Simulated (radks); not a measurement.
**A spherical quantum dot from 14 to 18 electrons**

Which level does each new electron take in a hard-walled sphere of radius 6.86 bohr*, with a point charge of +2 at the centre, and at which counts is the dot hardest to charge further? Each count tries a few candidate levels and keeps the lowest.

Method: non-relativistic spin-polarised Kohn-Sham, PBEsol, spherically averaged shells; computed with radks, version 2.

**1. The model**

* well: a hard-walled sphere of radius 6.86 bohr*, with a point charge of +2 at the centre
* functional: PBEsol
* levels: named by radial order: 1s, 1p, 1d, 2s, 1f and so on
* units: effective atomic units, hartree* and bohr*
* configuration carried in: 1s2 1p6 1d(up 3, down 0) 2s2 (N = 13, energy 9.643866)

After this run come: Electron number 14; Electron number 15; N = 16; Electron number 17; Electron number 18.

Before running it: what results should come out? Wanted: closed shells at N; largest addition energy; most unpaired electrons; configuration at N = 18.

**Answer**, as computed:

| quantity | value |
| --- | --- |
| closed shells at N | none in this range |
| largest addition energy | 0.212 hartree* at N = 15 (of N = 14 to 17) |
| most unpaired electrons | 5 at N = 15 |
| configuration at N = 18 | 1s2 1p6 1d(up 5, down 3) 2s2 |

What this shows: No closed-shell configuration falls in this range; the second difference peaks at N = 15, where a shell is half full. Among the lowest states kept at each count, up to 5 electrons are unpaired (N = 15), since exchange favours parallel spins. Spherical averaging forbids deformation, and the greedy search can miss a lower configuration.
